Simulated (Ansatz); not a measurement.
Run this with Ansatz 0.2.0 through its Python package and show what comes out.

The script, `srir2.py`:
```python
'''Density of SrIr2 less that of its sublattices.'''

import ansatz as az
import numpy as np

SETTINGS = {
    'filling': 'methfessel_paxton',
    'sigma': 0.2,
    'scf_tol': 1e-09,
    'max_iterations': 100,
    'cutoff_ev': 460,
    'kmesh': (5, 5, 5),
}

vectors0 = np.array([
    [0.0, 3.85, 3.85],
    [3.85, 0.0, 3.85],
    [3.85, 3.85, 0.0],
])
sites = [
    ('Sr', [0.0, 0.0, 0.0]),
    ('Sr', [0.25, 0.25, 0.25]),
    ('Ir', [0.625, 0.625, 0.625]),
    ('Ir', [0.125, 0.625, 0.625]),
    ('Ir', [0.625, 0.625, 0.125]),
    ('Ir', [0.625, 0.125, 0.625]),
]


def make_crystal(cell):
    crystal = az.Crystal(lattice=az.Lattice.of(cell))
    for symbol, position in sites:
        crystal = crystal.atom(symbol, position)
    return crystal

# one cutoff and one grid for all runs, so that the fields can be subtracted
def solve(crystal):
    return (
        crystal.calculation()
        .occupations(SETTINGS['filling'], width=SETTINGS['sigma'])
        .scf(tolerance=SETTINGS['scf_tol'], max_iterations=SETTINGS['max_iterations'], lower_state_search='light')
        .functional(az.Functional.PBESOL)
        .basis(SETTINGS['cutoff_ev'], grid_basis='typed')
        .kpoints(*SETTINGS['kmesh'])
        .density()
        .run(threads=1)
    )


whole = solve(make_crystal(vectors0))
difference = whole.density().channels[0].density_e_per_ang3.copy()
binding = whole.report['free_energy_ev']
for element in ['Sr', 'Ir']:
    part = az.Crystal(lattice=az.Lattice.of(vectors0))
    for symbol, position in sites:
        if symbol == element:
            part = part.atom(symbol, position)
    alone = solve(part)
    difference -= alone.density().channels[0].density_e_per_ang3
    binding -= alone.report['free_energy_ev']
    print(f'{element} sublattice: {alone.report["n_electrons"]:g} electrons, {alone.report["n_iterations"]} iterations')

voxel = abs(np.linalg.det(vectors0)) / difference.size
print(f'energy of the crystal less its unpolarised sublattices: {binding / len(sites):.4f} eV/atom')
print(f'net charge of the difference {difference.sum() * voxel:.5f} e, charge rearranged {0.5 * np.abs(difference).sum() * voxel:.3f} e')
print(f'extremes {difference.min():.4f} and {difference.max():.4f} e/A^3')
for (symbol, position) in sites:
    index = tuple(int(round(p * n)) % n for p, n in zip(position, difference.shape))
    print(f'  change of the pseudo-density at the grid point nearest {symbol}: {difference[index]:+.4f} e/A^3')
profile = difference.mean(axis=(0, 1))
print('planar mean along the third vector:', np.round(profile[:: max(len(profile) // 12, 1)], 4))
```

```console
$ python srir2.py
Sr sublattice: 20 electrons, 6 iterations
Ir sublattice: 68 electrons, 9 iterations
energy of the crystal less its unpolarised sublattices: -2.2052 eV/atom
net charge of the difference -0.00000 e, charge rearranged 0.803 e
extremes -0.1165 and 0.0876 e/A^3
  change of the pseudo-density at the grid point nearest Sr: -0.0408 e/A^3
  change of the pseudo-density at the grid point nearest Sr: -0.0408 e/A^3
  change of the pseudo-density at the grid point nearest Ir: -0.0259 e/A^3
  change of the pseudo-density at the grid point nearest Ir: -0.0259 e/A^3
  change of the pseudo-density at the grid point nearest Ir: -0.0259 e/A^3
  change of the pseudo-density at the grid point nearest Ir: -0.0259 e/A^3
planar mean along the third vector: [-0.002   0.0002  0.0008 -0.0015 -0.0005  0.0043  0.0049  0.0025 -0.0135
 -0.0067  0.0035  0.0054  0.0029 -0.0017]
```

Notes:
- The settings weren't tested for convergence.
- The mesh is modest for a metal, so energies can be off by several to tens of meV an atom and pressures by half a GPa or more; differences at equal mesh fare better.
- Of the deposited cell: the entry's cell lengths or inner coordinates differ somewhat from later room-temperature determinations.
- Spin-orbit coupling, which matters for elements this heavy, is left out.
- The fields are valence quantities on the plane-wave grid; their values near the nuclei depend on the potentials.
- The structure is a deposited one; some such entries were measured under pressure or heat, so a shift against it needn't be the functional's error alone.
- Charge moved counts every rearrangement, bonding and polarisation too, and is no transfer between atoms; the bare sublattices are artificial references. Values near the nuclei depend on the potentials.
- It ran for 8.3 s on 1 thread of Arm Neoverse V2 (shared host), peak memory 0.44 GiB.
